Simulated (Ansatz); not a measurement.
Ir, space group P6_3/mmc: a scan of the energy under strain, run with Ansatz 0.2.0, Python API.

The script, `strain_ir.py`:
```python
"""Energy of Ir under tetragonal strain, ions carried with the cell."""

import ansatz as az
import numpy as np

XC = "r2SCAN"
VDW = "d3bjatm"
OCCUPATIONS = "fermi_dirac"
SIGMA = 0.1
TOLERANCE = 1e-10
ECUT = 520
KMESH = (14, 14, 8)

VECTORS = np.array([
    [2.751378, 0.0, 0.0],
    [-1.375689, 2.382763, 0.0],
    [0.0, 0.0, 4.46229],
])
SITES = [
    ("Ir", [2 / 3, 1 / 3, 0.75]),
    ("Ir", [1 / 3, 2 / 3, 0.25]),
]


def crystal_on(cell):
    crystal = az.Crystal(lattice=az.Lattice.of(cell))
    for symbol, position in SITES:
        crystal = crystal.atom(symbol, position)
    return crystal

# clamped ions: the fractional positions stay as typed
values = np.linspace(-0.01, 0.01, 7)
energies = []
for d in values:
    strain = np.diag([d, d, (1 + d) ** -2 - 1])
    cell = VECTORS @ (np.eye(3) + strain)
    calculation = (
        crystal_on(cell).calculation()
        .functional(XC, dispersion=VDW)
        .occupations(OCCUPATIONS, width=SIGMA)
        .scf(tolerance=TOLERANCE)
        .basis(ECUT)
        .kpoints(*KMESH)
        .stress()
    )
    summary = calculation.run().report
    energies.append(summary["free_energy_ev"] / len(SITES))
    s = summary["stress_gpa"]
    print(f"d = {d:+.4f}  stress xx yy zz xy (GPa, compression positive): {s[0][0]:8.3f} {s[1][1]:8.3f} {s[2][2]:8.3f} {s[0][1]:8.3f}")
energies = np.array(energies)

for value, e in zip(values, energies):
    print(f"strain {value:7.3f}   E - Emin = {1000 * (e - energies.min()):9.3f} meV/atom")
np.savetxt("strain.csv", np.column_stack([values, energies]), fmt="%.6f", delimiter=",", header="strain,energy_eV_per_atom")
curvature = 2 * np.polyfit(values, energies, 3)[1]
volume = abs(np.linalg.det(VECTORS)) / len(SITES)
print(f"d2E/dd2 over the volume: {curvature / volume * 160.21766:.1f} GPa")
```

How much energy does this tetragonal strain cost, and what curvature follows?

Against the unstrained cell the energy per atom changes by +10.29 meV at one end of the scan and +7.19 meV at the other, and its second derivative over the volume is 1913.9 GPa.

The output:

Running `python strain_ir.py` prints:
```text
DeckWarning: crystal.lattice misses the space group found at crystal.symmetry.tolerance 1.0e-5 in a digit that the deck types, which is why this is a warning: making the lattice exact moves one of its numbers by a whole unit of that number's last typed [...]
d = -0.0100  stress xx yy zz xy (GPa, compression positive):   -6.382   -6.382  -16.768   -0.000
d = -0.0067  stress xx yy zz xy (GPa, compression positive):   -7.618   -7.618  -14.822    0.000
d = -0.0033  stress xx yy zz xy (GPa, compression positive):   -8.771   -8.771  -12.769    0.000
d = +0.0000  stress xx yy zz xy (GPa, compression positive):   -9.837   -9.837  -10.625   -0.000
d = +0.0033  stress xx yy zz xy (GPa, compression positive):  -10.812  -10.812   -8.408    0.000
d = +0.0067  stress xx yy zz xy (GPa, compression positive):  -11.690  -11.690   -6.136    0.000
d = +0.0100  stress xx yy zz xy (GPa, compression positive):  -12.465  -12.465   -3.830    0.000
strain  -0.010   E - Emin =    10.288 meV/atom
strain  -0.007   E - Emin =     4.888 meV/atom
strain  -0.003   E - Emin =     1.459 meV/atom
strain   0.000   E - Emin =     0.000 meV/atom
strain   0.003   E - Emin =     0.493 meV/atom
strain   0.007   E - Emin =     2.906 meV/atom
strain   0.010   E - Emin =     7.192 meV/atom
d2E/dd2 over the volume: 1913.9 GPa
```
(Warnings from the package without file and line, shortened, repeats left out.)

`strain.csv`, as written:
```csv
# strain,energy_eV_per_atom
-0.010000,-11948.872543
-0.006667,-11948.877943
-0.003333,-11948.881371
0.000000,-11948.882831
0.003333,-11948.882338
0.006667,-11948.879924
0.010000,-11948.875639
```

Reading the output:
- Absolute energies stand on the zero of these potentials, so only differences at equal settings mean something.
- Dispersion corrections can be off by several per cent in the lattices of metals, and by several GPa in the pressure at a fixed cell.
- The curvature belongs to this strain pattern and to the cell's stress; it equals a single elastic constant only for simple patterns.
- In a metal a curvature from energy changes of a few meV or less hangs on mesh and smearing, in size and even in sign.
- Spin-orbit coupling, which matters for elements this heavy, is left out.
- At these settings the cell as given stands under about -10 GPa, so it isn't at this functional's equilibrium volume.
- This isn't the structure that Ir takes at ambient conditions.
- The ions keep their fractional positions (clamped ions).
- Processor time in the engine: 53 s on 1 thread of Intel(R) Xeon(R) Processor @ 2.30GHz (shared host), peak memory 0.64 GiB.
